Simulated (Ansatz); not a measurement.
Wanted: the native input for an Ansatz 0.2.0 run.

```yaml
Task: electric field gradients
Functional: PBE
Potentials_or_basis: all-electron PAW datasets made for the crystal
Cutoff: 240 eV (chosen from the basis error)
k_mesh: 9 × 9 × 9
Occupations: fermi-dirac, width 0.05 eV
Spin: no spin polarisation
```

The system is NbSi.

```xyz
2
Lattice="0.0000 2.5738 2.5738 2.5738 0.0000 2.5738 2.5738 2.5738 0.0000" Properties=species:S:1:pos:R:3 pbc="T T T"
Nb    0.0000    0.0000    0.0000
Si    2.5738    2.5738    2.5738
```

The cell was built by a generator and needn't be a form met in nature.

These files were run (other wordings do the same):

input.yaml

```yaml
crystal:
  lattice:
    - [0.0, 2.57383, 2.57383]
    - [2.57383, 0.0, 2.57383]
    - [2.57383, 2.57383, 0.0]
  atoms:
    - { symbol: Nb, position: [0.0, 0.0, 0.0] }
    - { symbol: Si, position: [0.5, 0.5, 0.5] }
kpoints:
  mp_grid: { grid: [9, 9, 9] }
scf:
  occupations: { method: fermi_dirac, width: 0.05 }
hamiltonian:
  xc: pbe
  pseudopotentials: { kind: all_electron, datasets: crystal }
output:
  forces: true
  stress: true
  eigenvalues: true
  efg: {}
  elf: true
  volumetric_format: npy
```

Potentials or basis: all-electron PAW datasets made for the crystal.

The run is started by

```sh
$ ansatz run input.yaml --threads 1 --pin off --max-ram 3072MiB --backend cpu --events-out ev --progress --plain --runs-dir out
```

It gave:

```yaml
Pressure: 0.0 GPa
Band_gap_on_the_k_mesh: none (metal or under the smearing width)
```

It took 3.7 s on 1 thread of Arm Neoverse V2, with other jobs on the host, peak memory 0.39 GiB.
